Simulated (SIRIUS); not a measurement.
## YGa3F in SIRIUS: the effect of functional

YGa3F:

```
CELL_PARAMETERS angstrom
4.59915 0.00000 0.00000
0.00000 4.59915 0.00000
0.00000 0.00000 4.59915
ATOMIC_POSITIONS crystal
Y 0.00000 0.00000 0.00000
Ga 0.50000 0.00000 0.50000
Ga 0.00000 0.50000 0.50000
Ga 0.50000 0.50000 0.00000
F 0.50000 0.50000 0.50000
```

The cell was built by a generator and needn't be a form met in nature.

Alike in all runs:

* Program: SIRIUS 7.10.0
* Task: single point
* Potentials or basis: PseudoDojo 0.4.1 PBE standard (scalar relativistic)
* Cutoff: 1152 eV
* Density cutoff: 4606 eV
* k mesh: 3 × 3 × 3
* Occupations: fermi-dirac, width 0.05 eV
* Spin: no spin polarisation

```tsv
functional	pressure (GPa)
LDA	-5.1
PBE	0.3
PBEsol	-2.9
RPBE	2.3
revPBE	1.8
BLYP	4.1
PW91	0.2
AM05	-2.7
XLYP	?
mPWLYP	4.0
LDA-PZ	-5.1
```

Q: What does the run with functional XLYP give?

A: Pressure 4.8 GPa.

Caveats: all runs use coarse meshes; an odd number of electrons without spin polarisation forces a metal; a magnetic or distorted state may lie lower; the potentials were made for another functional, which shifts forces and pressure (some runs).
